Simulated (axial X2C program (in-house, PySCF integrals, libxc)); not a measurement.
# AgH: bond curves with and without spin–orbit coupling

Aim: find the lowest determinant of AgH, scan the bond at several levels and fit the constants, once spin-free and once with spin–orbit coupling.

Computed with an in-house X2C program for linear molecules on PySCF integrals. Level: all-electron X2C, Ag dyall-cv3z, H dyall-v3z.

All values are calculated.

### 1 Input

The input, task.json:

```json
{"zs": [47, 1], "q": 0, "bas": ["dyall-cv3z", "dyall-v3z"], "levels": ["PBE0", "HF", "PBE"], "cc": true, "r0": 1.6, "thr": -2.0, "nmax": 90, "npts": 10, "nst": 2, "ntry": 6}
```

Keys: zs atomic numbers; q charge; bas basis sets; levels methods (HF also brings MP2); cc coupled cluster on or off; r0 starting distance in Å; thr threshold in hartree for freezing inner shells (an s shell follows its p shell); nmax most natural virtual spinors; npts points asked for on the curve; nst determinants followed; ntry starts of the search.

Launch:

```console
$ python so2c.py task.json out
```

Spin-free means the one-electron spin-free X2C Hamiltonian; two-component (2c) means X2C with spin–orbit coupling and atomic mean-field two-electron Coulomb and Gaunt terms. Basis: Ag dyall-cv3z contracted to [12s12p8d5f3g], H dyall-v3z contracted to [6s2p1d]; Gaussian nuclei, density fitting. Masses: Ag 106.905 u, H 1.008 u.

Notation: σ, π±, δ± give the projection m of an orbital's angular momentum (0, ±1, ±2), α and β its spin, Λ and M_S the sums; ω is the projection of a spinor's total angular momentum and Ω the sum. Logs are in hartree.

The results follow Hamiltonian by Hamiltonian and level by level.

### 2 Which state to follow

Determinants are compared with PBE0 at 1.600 Å.

Spin-free determinants:

```json
{"ΔE (eV)": "0.00", "state": "M_S = 0, Λ = 0", "open shells": "closed shell"}
{"ΔE (eV)": "2.70", "state": "M_S = 1, Λ = 0", "open shells": "beyond closed shells: 2 × σα"}
{"ΔE (eV)": "4.99", "state": "M_S = 1, Λ = 1", "open shells": "beyond closed shells: σα, π+α"}
{"ΔE (eV)": "5.30", "state": "M_S = 0, Λ = 1", "open shells": "beyond closed shells: σα, π+β"}
{"ΔE (eV)": "5.72", "state": "M_S = 1, Λ = 2", "open shells": "beyond closed shells: σα, δ+α, δ+β, δ-α"}
{"ΔE (eV)": "5.79", "state": "M_S = 0, Λ = 2", "open shells": "beyond closed shells: σβ, δ+α, δ+β, δ-α"}
```

Two-component determinants:

```
ΔE (eV)  state                              open shells
   0.00  Ω = 0                             closed shell
   2.69  Ω = 1        excess of +ω over −ω: 2 × ω = 1/2
   5.04  Ω = 2   excess of +ω over −ω: ω = 1/2, ω = 3/2
   5.34  Ω = 1  excess of +ω over −ω: ω = -1/2, ω = 3/2
   5.40  Ω = 2   excess of +ω over −ω: ω = 1/2, ω = 3/2
   5.51  Ω = 3   excess of +ω over −ω: ω = 1/2, ω = 5/2
   5.52  Ω = 1  excess of +ω over −ω: ω = -1/2, ω = 3/2
```

### 3 PBE0, spin-free

State followed: M_S = 0, Λ = 0 (closed shell). The scan is laid around 1.625 Å, a first estimate of the minimum, and this SCF restarts from the orbitals of the search.

The SCF at the reference distance of 1.625 Å:

```text
spin-free X2C-1e  PBE0
basis functions 167  fitting functions 754  grid points 5069
iter        total energy     max residual
   1      -5315.271720675     2.91e+00
   2      -5315.712228057     3.01e-02
   3      -5315.714069448     2.89e-02
   4      -5315.714346323     2.57e-03
   5      -5315.714355230     2.36e-03
   6      -5315.714369172     5.05e-04
   7      -5315.714369486     1.11e-04
   8      -5315.714369553     3.71e-05
   9      -5315.714369554     6.96e-06
converged
one-electron -7360.32301465  Coulomb 2179.99395498  exact exchange -37.09399855  xc functional -113.59674452  nuclear repulsion 15.30543318
```

Along the bond, energies from the lowest point:

| R (Å) | E (eV) | μ (D) | HOMO (eV) | LUMO (eV) | iterations |
| --- | --- | --- | --- | --- | --- |
| 1.414 | 0.3487 | -2.62 | -6.74 | -1.85 | 22 |
| 1.479 | 0.1498 | -2.71 | -6.77 | -1.92 | 13 |
| 1.528 | 0.0613 | -2.78 | -6.79 | -1.97 | 12 |
| 1.576 | 0.0139 | -2.84 | -6.81 | -2.02 | 12 |
| 1.625 | 0.0000 | -2.90 | -6.82 | -2.07 | 9 |
| 1.682 | 0.0177 | -2.98 | -6.83 | -2.13 | 11 |
| 1.739 | 0.0642 | -3.05 | -6.83 | -2.19 | 11 |
| 1.812 | 0.1556 | -3.14 | -6.82 | -2.27 | 11 |
| 1.901 | 0.3015 | -3.25 | -6.79 | -2.37 | 11 |
| 2.031 | 0.5541 | -3.41 | -6.72 | -2.52 | 11 |

Dipoles are positive if H is the positive end.

Outer orbitals at the reference distance:

```tsv
symmetry	occupied	ε (eV)	atomic character
σα	yes	-10.87	76% Ag d, 19% H s, 2% Ag s
π-α	yes	-9.70	98% Ag d
π+α	yes	-9.70	98% Ag d
δ+α	yes	-9.51	100% Ag d
δ-α	yes	-9.51	100% Ag d
σα	yes	-6.82	39% Ag s, 37% H s, 19% Ag d
σα	no	-2.07	52% Ag p, 36% Ag s, 9% H s
π+α	no	-0.16	98% Ag p
π-α	no	-0.16	98% Ag p
σα	no	1.19	75% Ag s, 20% Ag p, 4% H s
```

PBE0 fields in the half plane through the axis: z from -2.4 to 3.9 Å across, distance from the axis 0.15 to 2.25 Å upwards; Ag lies at z = 0 and H at z = 1.625 Å; the ELF is damped to zero where the density is low.

log10 density (e/bohr³). Ten even steps from '0' (-5.17 ) to '9' (1.78 ):
```
0011222233222222111000
0112233333333322221100
1122333444433333222110
1123344444444433322110
1223445555554444332211
1233456666655554433211
1234456777665555433221
1234567898766665443221
```

ELF. Ten even steps from '0' (0.00 ) to '9' (1.00 ):
```
0000000011111000000000
0000000111122221000000
0000001112223455310000
0000011222224688851000
0000012232224799984000
0000013554325999997200
0000025767526999998400
0000037272627999999500
```

Re = 1.624 Å, ωe = 1764 cm⁻¹, ωexe = 30.5 cm⁻¹, Be = 6.403 cm⁻¹, De = 2.28 eV, μ = -2.90 D.

### 4 HF, spin-free

The SCF at the reference distance of 1.625 Å:

```text
spin-free X2C-1e  HF
basis functions 167  fitting functions 754  grid points 5069
iter        total energy     max residual
   1      -5313.399620679     4.88e-01
   2      -5313.422411098     7.90e-03
   3      -5313.423784000     2.21e-02
   4      -5313.424055911     7.83e-03
   5      -5313.424122818     7.89e-04
   6      -5313.424134197     1.50e-03
   7      -5313.424136058     3.88e-04
   8      -5313.424136202     2.32e-05
   9      -5313.424136212     3.36e-05
  10      -5313.424136213     4.19e-06
  11      -5313.424136213     4.75e-07
converged
one-electron -7360.87967593  Coulomb 2180.66147023  exact exchange -148.51136369  xc functional 0.00000000  nuclear repulsion 15.30543318
```

Re = 1.701 Å, ωe = 1601 cm⁻¹, ωexe = 24 cm⁻¹, Be = 5.839 cm⁻¹, De = 1.23 eV, μ = -4.29 D.

### 5 PBE, spin-free

The SCF at the reference distance of 1.625 Å:

```text
spin-free X2C-1e  PBE
basis functions 167  fitting functions 754  grid points 5069
iter        total energy     max residual
   1      -5315.652852358     1.62e-01
   2      -5315.654891442     1.10e-02
   3      -5315.655807439     4.58e-02
   4      -5315.656391453     6.33e-03
   5      -5315.656430926     6.11e-03
   6      -5315.656439737     1.57e-03
   7      -5315.656442354     4.70e-04
   8      -5315.656442452     2.33e-04
   9      -5315.656442476     1.57e-05
  10      -5315.656442477     1.02e-05
converged
one-electron -7359.53388294  Coulomb 2179.15826549  exact exchange 0.00000000  xc functional -150.58625820  nuclear repulsion 15.30543318
```

Re = 1.616 Å, ωe = 1771 cm⁻¹, ωexe = 33.6 cm⁻¹, Be = 6.465 cm⁻¹, De = 2.43 eV, μ = -2.42 D.

### 6 Correlated methods, spin-free

Correlated methods: 12 electrons correlated (frozen shells, counted by type: Ag 4 s, 3 p, 1 d; H none), 210 virtual spinors in MP2, 90 natural virtuals in coupled cluster.

Output of the correlated part at 1.625 Å:

```text
correlated 12  virtual 210  natural virtual 90  E(MP2) -0.446997433  MP2 remainder -0.019182799
iter   CCSD correlation   residual
   1     -0.389843975   1.29e-01
   2     -0.399916041   4.89e-02
   3     -0.402001178   2.35e-02
   4     -0.401931306   9.22e-03
   5     -0.402083646   3.54e-03
   6     -0.402094956   1.09e-03
   7     -0.402091567   3.96e-04
   8     -0.402097063   1.24e-04
   9     -0.402094457   4.38e-05
  10     -0.402095099   1.19e-05
  11     -0.402094895   3.78e-06
  12     -0.402094910   1.26e-06
(T) -0.017044654  T1 0.0365  D1 0.0870  max T2 0.080
```

T1 in the output is the amplitude norm over the root of the electron number; divide by √2 for the Lee–Taylor value.

MP2: Re = 1.590 Å, ωe = 1870 cm⁻¹, Be = 6.681 cm⁻¹, De = 2.19 eV.

CCSD: Re = 1.631 Å, ωe = 1727 cm⁻¹, ωexe = 30.5 cm⁻¹, Be = 6.348 cm⁻¹, De = 2.30 eV. T1 at Re = 0.026 (Lee–Taylor, the printed value over √2).

CCSD(T): Re = 1.624 Å, ωe = 1740 cm⁻¹, ωexe = 32.2 cm⁻¹, Be = 6.401 cm⁻¹, De = 2.36 eV. T1 at Re = 0.026 (Lee–Taylor, the printed value over √2).

### 7 The spin-free curves together

Energy (eV) of the followed determinant, spin-free, from each level's lowest point:

| R (Å) | PBE0 | HF | MP2 | CCSD | CCSD(T) | PBE |
| --- | --- | --- | --- | --- | --- | --- |
| 1.414 | 0.349 | 0.577 | 0.259 | n/a | n/a | 0.325 |
| 1.479 | 0.150 | 0.312 | 0.092 | 0.159 | 0.147 | 0.134 |
| 1.528 | 0.061 | 0.177 | 0.026 | 0.068 | 0.060 | 0.051 |
| 1.576 | 0.014 | 0.084 | 0.000 | 0.018 | 0.014 | 0.009 |
| 1.625 | 0.000 | 0.028 | 0.006 | 0.000 | 0.000 | 0.000 |
| 1.682 | 0.018 | 0.000 | 0.047 | 0.013 | 0.017 | 0.022 |
| 1.739 | 0.064 | 0.005 | 0.115 | 0.055 | 0.062 | 0.072 |
| 1.812 | 0.156 | 0.049 | 0.233 | 0.139 | 0.150 | 0.166 |
| 1.901 | 0.302 | 0.146 | 0.409 | n/a | n/a | 0.313 |
| 2.031 | 0.554 | 0.344 | 0.705 | n/a | n/a | 0.561 |

### 8 PBE0, 2c

State followed: Ω = 0 (closed shell). The scan is laid around 1.625 Å, a first estimate of the minimum, and this SCF restarts from the orbitals of the search.

Output at 1.625 Å:

```text
two-component X2C + atomic mean field  PBE0
basis functions 167  fitting functions 754  grid points 5069
iter        total energy     max residual
   1      -5313.057858612     2.51e+00
   2      -5313.499731304     2.60e-02
   3      -5313.501586968     2.50e-02
   4      -5313.501865257     2.21e-03
   5      -5313.501874278     2.09e-03
   6      -5313.501888748     4.37e-04
   7      -5313.501889063     1.08e-04
   8      -5313.501889131     3.22e-05
   9      -5313.501889131     6.05e-06
converged
one-electron -7354.15086910  Coulomb 2178.77289800  exact exchange -37.07169345  xc functional -113.53110135  nuclear repulsion 15.30543318  atomic mean-field constant -2.82655641
```

Along the bond, energies from the lowest point:

| R (Å) | E (eV) | μ (D) | HOMO (eV) | LUMO (eV) | iterations |
| --- | --- | --- | --- | --- | --- |
| 1.414 | 0.3488 | -2.62 | -6.74 | -1.85 | 22 |
| 1.479 | 0.1499 | -2.71 | -6.77 | -1.92 | 13 |
| 1.528 | 0.0614 | -2.78 | -6.79 | -1.97 | 12 |
| 1.576 | 0.0140 | -2.84 | -6.80 | -2.02 | 12 |
| 1.625 | 0.0000 | -2.90 | -6.82 | -2.07 | 9 |
| 1.682 | 0.0176 | -2.98 | -6.82 | -2.13 | 11 |
| 1.739 | 0.0640 | -3.05 | -6.83 | -2.19 | 11 |
| 1.812 | 0.1554 | -3.14 | -6.82 | -2.27 | 11 |
| 1.901 | 0.3012 | -3.25 | -6.79 | -2.37 | 11 |
| 2.031 | 0.5537 | -3.41 | -6.72 | -2.52 | 11 |

Dipoles are positive if H is the positive end.

Outer spinors at the reference distance:

```tsv
ω	occupied	ε (eV)	atomic character	λ mixture
1/2	yes	-10.93	78% Ag d, 18% H s, 2% Ag s	96% σ, 4% π
3/2	yes	-9.90	99% Ag d	65% δ, 35% π
1/2	yes	-9.78	97% Ag d	96% π, 4% σ
3/2	yes	-9.44	99% Ag d	65% π, 35% δ
5/2	yes	-9.30	100% Ag d	100% δ
1/2	yes	-6.82	39% Ag s, 37% H s, 19% Ag d	100% σ
1/2	no	-2.07	52% Ag p, 36% Ag s, 9% H s	100% σ
1/2	no	-0.19	98% Ag p	100% π
3/2	no	-0.13	98% Ag p	100% π
1/2	no	1.19	75% Ag s, 20% Ag p, 4% H s	100% σ
```

PBE0 fields in the half plane through the axis: z from -2.4 to 3.9 Å across, distance from the axis 0.15 to 2.25 Å upwards; Ag lies at z = 0 and H at z = 1.625 Å; the ELF is damped to zero where the density is low.

log10 density (e/bohr³). Ten even steps from '0' (-5.17 ) to '9' (1.78 ):
```
0011222233222222111000
0112233333333322221100
1122333444433333222110
1123344444444433322110
1223445555554444332211
1233456666655554433211
1234456777665555433221
1234567898766665443221
```

ELF. Ten even steps from '0' (0.00 ) to '9' (1.00 ):
```
0000000011111000000000
0000000111122221000000
0000001112223455310000
0000011222224688851000
0000012232224799984000
0000013554325999997200
0000025767526999998400
0000037272627999999500
```

Re = 1.624 Å, ωe = 1764 cm⁻¹, ωexe = 30.5 cm⁻¹, Be = 6.402 cm⁻¹, De = 2.28 eV, μ = -2.90 D.

### 9 HF, 2c

The SCF at the reference distance of 1.625 Å:

```text
two-component X2C + atomic mean field  HF
basis functions 167  fitting functions 754  grid points 5069
iter        total energy     max residual
   1      -5311.185868133     4.89e-01
   2      -5311.208652981     7.87e-03
   3      -5311.210024818     2.21e-02
   4      -5311.210295594     7.81e-03
   5      -5311.210362572     7.97e-04
   6      -5311.210374039     1.51e-03
   7      -5311.210375937     3.91e-04
   8      -5311.210376090     2.57e-05
   9      -5311.210376103     3.76e-05
  10      -5311.210376104     5.15e-06
  11      -5311.210376104     1.17e-06
converged
one-electron -7354.70406001  Coulomb 2179.43669729  exact exchange -148.42189015  xc functional 0.00000000  nuclear repulsion 15.30543318  atomic mean-field constant -2.82655641
```

Re = 1.701 Å, ωe = 1601 cm⁻¹, ωexe = 24 cm⁻¹, Be = 5.838 cm⁻¹, De = 1.23 eV, μ = -4.28 D.

### 10 PBE, 2c

The SCF at the reference distance of 1.625 Å:

```text
two-component X2C + atomic mean field  PBE
basis functions 167  fitting functions 754  grid points 5069
iter        total energy     max residual
   1      -5313.440853325     1.63e-01
   2      -5313.442898041     1.10e-02
   3      -5313.443805913     4.59e-02
   4      -5313.444390772     6.31e-03
   5      -5313.444430362     6.10e-03
   6      -5313.444439169     1.56e-03
   7      -5313.444441754     4.71e-04
   8      -5313.444441852     2.32e-04
   9      -5313.444441876     1.56e-05
  10      -5313.444441877     1.02e-05
converged
one-electron -7353.36271357  Coulomb 2177.93825994  exact exchange 0.00000000  xc functional -150.49886501  nuclear repulsion 15.30543318  atomic mean-field constant -2.82655641
```

Re = 1.616 Å, ωe = 1771 cm⁻¹, ωexe = 33.6 cm⁻¹, Be = 6.464 cm⁻¹, De = 2.43 eV, μ = -2.42 D.

### 11 MP2 and beyond, 2c

Correlated methods: 12 electrons correlated (frozen shells, counted by type: Ag 4 s, 3 p, 1 d; H none), 210 virtual spinors in MP2, 90 natural virtuals in coupled cluster.

Output of the correlated part at 1.625 Å:

```text
correlated 12  virtual 210  natural virtual 90  E(MP2) -0.446842702  MP2 remainder -0.019176248
iter   CCSD correlation   residual
   1     -0.389765276   1.29e-01
   2     -0.399817466   4.88e-02
   3     -0.401893759   2.35e-02
   4     -0.401823661   9.18e-03
   5     -0.401975184   3.53e-03
   6     -0.401986463   1.09e-03
   7     -0.401983080   3.97e-04
   8     -0.401988590   1.26e-04
   9     -0.401985952   4.51e-05
  10     -0.401986608   1.30e-05
  11     -0.401986383   4.76e-06
  12     -0.401986406   2.03e-06
  13     -0.401986398   9.74e-07
(T) -0.017022371  T1 0.0364  D1 0.0867  max T2 0.080
```

MP2: Re = 1.590 Å, ωe = 1869 cm⁻¹, Be = 6.679 cm⁻¹, De = 2.19 eV.

CCSD: Re = 1.631 Å, ωe = 1726 cm⁻¹, ωexe = 30.5 cm⁻¹, Be = 6.346 cm⁻¹, De = 2.30 eV. T1 at Re = 0.026 (Lee–Taylor, the printed value over √2).

CCSD(T): Re = 1.624 Å, ωe = 1739 cm⁻¹, ωexe = 32.2 cm⁻¹, Be = 6.399 cm⁻¹, De = 2.36 eV. T1 at Re = 0.026 (Lee–Taylor, the printed value over √2).

### 12 The 2c curves together

Energy (eV) of the followed determinant, 2c, from each level's lowest point:

| R (Å) | PBE0 | HF | MP2 | CCSD | CCSD(T) | PBE |
| --- | --- | --- | --- | --- | --- | --- |
| 1.414 | 0.349 | 0.577 | 0.259 | n/a | n/a | 0.325 |
| 1.479 | 0.150 | 0.313 | 0.092 | 0.159 | 0.147 | 0.134 |
| 1.528 | 0.061 | 0.177 | 0.026 | 0.068 | 0.060 | 0.052 |
| 1.576 | 0.014 | 0.084 | 0.000 | 0.018 | 0.014 | 0.009 |
| 1.625 | 0.000 | 0.028 | 0.006 | 0.000 | 0.000 | 0.000 |
| 1.682 | 0.018 | 0.000 | 0.046 | 0.013 | 0.017 | 0.022 |
| 1.739 | 0.064 | 0.005 | 0.114 | 0.054 | 0.062 | 0.072 |
| 1.812 | 0.155 | 0.049 | 0.232 | 0.139 | 0.150 | 0.166 |
| 1.901 | 0.301 | 0.146 | 0.408 | n/a | n/a | 0.312 |
| 2.031 | 0.554 | 0.344 | 0.703 | n/a | n/a | 0.561 |

The whole job took 86 s on 1 thread of Arm Neoverse V1, shared host; peak memory 0.72 GiB.

### 13 Constants

Lowest determinant that the search found at its distance, spin-free: M_S = 0, Λ = 0 (closed shell).

Lowest determinant that the search found at its distance, 2c: Ω = 0 (closed shell).

```csv
Hamiltonian,level,Re (Å),ωe (cm⁻¹),De (eV),μ (D)
spin-free,PBE0,1.624,1764,2.28,-2.90
spin-free,HF,1.701,1601,1.23,-4.29
spin-free,MP2,1.590,1870,2.19,n/a
spin-free,CCSD,1.631,1727,2.30,n/a
spin-free,CCSD(T),1.624,1740,2.36,n/a
spin-free,PBE,1.616,1771,2.43,-2.42
2c,PBE0,1.624,1764,2.28,-2.90
2c,HF,1.701,1601,1.23,-4.28
2c,MP2,1.590,1869,2.19,n/a
2c,CCSD,1.631,1726,2.30,n/a
2c,CCSD(T),1.624,1739,2.36,n/a
2c,PBE,1.616,1771,2.43,-2.42
```

Dipoles are positive if H is the positive end.

Time per point (s) on 1 thread of Arm Neoverse V1, shared host (2c runs; CCSD comes with the CCSD(T) run); the times are rough: PBE0 0.37, HF 0.2, MP2 0.35, CCSD(T) 3.9, PBE 0.26.

**Reading.** At CCSD(T), going from spin-free to two-component changes Re by 0 mÅ, ωe by -0.1 %, which is small (part of it comes from the scalar share of the two-electron terms). De moves by 0.00 eV; both De rest on single-determinant atoms, which can miss part of an open shell's spin–orbit lowering.

De refers to Ag + H, each in the lowest determinant found, which need not be this curve's own limit. The state is a single determinant with fixed occupations, the lowest that a limited PBE0 search found. Closed shells are restricted here (equal orbitals for both partners), which fails at long range if the bond breaks into open shells. De is counted from the lowest determinant-based energies of the atoms at the same level, without counterpoise correction. Coupled cluster ran in a truncated set of natural virtual spinors; the MP2 energy of the rest was added. T1 at Re is 0.026 (Lee–Taylor), above the customary mark of 0.02.
